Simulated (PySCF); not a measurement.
# CH10B2NP: the cost of one run

Programs: PySCF 2.14.0, with density-fitted response routines of our own. Each step states its level of theory. These are calculated values for one molecule in the gas phase, unless marked as measured. Atoms are numbered from 0 throughout.

**1. The starting structure**

15 atoms, charge 0, multiplicity 1; geometry from: GFN2-xTB. The atoms were then displaced at random by about 0.01 Å, so the start is not that level's minimum.

Bonds of the start (Å): B0–N1 1.35, N1–C2 1.46, C2–B3 1.69, B3–P4 1.90, B0–H5 1.18, B0–H6 1.19, N1–H7 1.00, C2–H8 1.07, C2–H9 1.08, B3–H10 1.16, B3–H11 1.20, P4–H12 1.36, P4–H13 1.38, P4–H14 1.39.

**2. Optimising the geometry at PBE0-D3(BJ)/def2-SVP**

Job settings and geometry (Å):

```
{"job": {"xc": "PBE0", "basis": "def2-SVP", "d3": "d3bj", "grid": 1, "shake": 0.01, "kind": "geom"}, "charge": 0, "multiplicity": 1}
B     -1.660050     1.083180     0.482270
N     -1.279100    -0.170710     0.170310
C     -0.721240    -0.663260    -1.084510
B      0.889160    -1.134430    -0.879390
P      1.656730     0.368980     0.003390
H     -2.097140     1.338410     1.552870
H     -1.580000     1.952690    -0.333290
H     -1.324140    -0.902730     0.850740
H     -1.323400    -1.480660    -1.425630
H     -0.786530     0.142510    -1.800020
H      1.449200    -1.274660    -1.885970
H      1.002870    -2.054500    -0.120020
H      2.998450     0.437520     0.224720
H      1.503870     1.624930    -0.557070
H      1.255990     0.715340     1.288700
```

Run with:

```
> OMP_NUM_THREADS=1 python probes_run.py task.json out
```

This one command runs all jobs of the session in turn.

**Question.** How long does this first job take on 1 thread of Arm Neoverse V2, shared host, and how much memory does it need?

About 37 s, with a peak of 0.53 GiB.
